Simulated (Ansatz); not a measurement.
**V2CuO6 under changes of volume**

One of the cells (12.822 Å³/atom); the others are scaled copies at fixed shape and fractional positions:

```
Cu V O
1.0
     3.65439    0.00000    0.00000
     1.36931    4.77531    0.00000
     0.54808    1.46568    6.61290
Cu V O
1 2 6
Direct
  0.00000 0.00000 0.00000
  0.80110 0.43909 0.32404
  0.19890 0.56091 0.67596
  0.71477 0.55489 0.59415
  0.28523 0.44511 0.40585
  0.73047 0.70943 0.11596
  0.26953 0.29057 0.88404
  0.93312 0.12005 0.25077
  0.06688 0.87995 0.74923
```

The cell is a database's computed one.

```yaml
Program: Ansatz 0.2.0
Functional: PBEsol
Potentials_or_basis: Ansatz PAW
Cutoff: "420 eV (not typed: the program's choice for these potentials)"
k_mesh: 8 × 6 × 4
Occupations: fermi-dirac, width 0.05 eV
Spin: collinear spin, ferromagnetic start
Starting_moments: "[0.6, 2.0, 2.0, 0.0, 0.0, 0.0, 0.0, 0.0, 0.0] μB"
```

```tsv
volume (Å³/atom)	energy over the lowest point (meV/atom)	pressure (GPa)	largest force (eV/Å)
12.053	0.00	1.1	0.120
12.309	1.30	-2.7	0.358
12.566	8.39	-6.1	0.717
12.822	20.66	-9.2	1.056
13.079	37.57	-11.9	1.371
13.335	?	?	?
13.592	83.32	-16.5	1.935
```

Problem. What does the run at 13.335 Å³/atom give?

Solution. Energy over the lowest point 58.62 meV/atom; pressure -14.3 GPa; largest force 1.664 eV/Å.

Worked out: A Birch-Murnaghan fit of order 3 (a polynomial in V^(-2/3)) to the other rows has its minimum at 12.13 Å³/atom with B0 = V·E''(V) = 185 GPa and B' = 4.4 at fixed shape and positions, which overstates the stiffness. It gives 58.56 meV/atom at 13.335 Å³/atom, against the run's 58.62, and -dE/dV = -14.3 GPa, against -14.3.

Energies are extrapolated to zero smearing.

Caveats: a cell with one magnetic atom can't hold antiferromagnetic order, which such compounds often take; the PAW data sets come from PBE, with cores solved anew for the run's functional, which leaves a small shift of forces and pressure; forces of over 1 eV/Å show positions far from the minimum, so gaps and moduli don't describe the material at rest (some runs).
